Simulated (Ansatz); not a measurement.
# FH₃MoN₂O: basis-set convergence

How large a basis does FH₃MoN₂O need? Two functionals are run in growing sets.

Computed with Ansatz 0.2.0, Gaussian basis. Level: one geometry, several basis sets.

Levels to be run: PBE0-D4/def2-SVP; ωB97M-V/def2-SVP; PBE0-D4/def2-QZVPP; ωB97M-V/def2-QZVPP; the functionals' def2-TZVPP values are taken from earlier runs.

### Step 1. The geometry

An earlier PBE0-D4 in a triple-zeta def2 set relaxation fixed the geometry. Mo takes the def2 core potential; no spin-orbit term is included.

SMILES `[NH]=[Mo](=[NH])([OH])[F]`, 8 atoms, charge 0, spin multiplicity 1.

Atoms are counted from 1 here; the program's logs count them from 0.

Bond lengths: N1–Mo2 1.721 Å, N1–H6 1.011 Å, Mo2–N3 1.718 Å, Mo2–O4 1.884 Å, Mo2–F5 1.864 Å, N3–H7 1.010 Å, O4–H8 0.961 Å. Angles: Mo2–N1–H6 152.0°, N1–Mo2–N3 109.9°, N1–Mo2–O4 108.5°, N1–Mo2–F5 108.7°, N3–Mo2–O4 107.3°, N3–Mo2–F5 109.1°, O4–Mo2–F5 113.3°, Mo2–N3–H7 155.9°, Mo2–O4–H8 119.3°.

### Step 2. PBE0-D4 in def2-SVP

File in.yaml:

```yaml
crystal:
  periodic: [false, false, false]
  atoms:
    - {symbol: N, position_ang: [-1.054081, 0.892291, 0.551577]}
    - {symbol: Mo, position_ang: [0.084721, 0.044329, -0.421247]}
    - {symbol: N, position_ang: [1.636233, 0.099349, 0.314016]}
    - {symbol: O, position_ang: [-0.432362, -1.764925, -0.507026]}
    - {symbol: F, position_ang: [0.171868, 0.867235, -2.091219]}
    - {symbol: H, position_ang: [-1.299453, 1.446562, 1.361049]}
    - {symbol: H, position_ang: [2.317314, 0.365657, 1.010995]}
    - {symbol: H, position_ang: [-1.332140, -2.007498, -0.273945]}
basis:
  gaussian: {orbitals: def2-SVP}
hamiltonian: {xc: pbe0, dispersion: d4}
output: {orbitals: {seedname: orbitals}}
```

The runs that follow: ωB97M-V in def2-SVP; PBE0-D4 in def2-QZVPP; ωB97M-V in def2-QZVPP.

**Question.** What will the summary of the whole plan be? Wanted: PBE0-D4: double and triple zeta above quadruple; ωB97M-V: double and triple zeta above quadruple.

The runs gave:

```
                                       quantity           value
PBE0-D4: double and triple zeta above quadruple  10.77, 0.55 eV
ωB97M-V: double and triple zeta above quadruple  11.01, 0.53 eV
```

**Reading.** For PBE0-D4 the step from double to triple zeta gains 10.22 eV and the next only 0.55 eV. Total energies overstate the basis error of differences, where much of it tends to cancel.
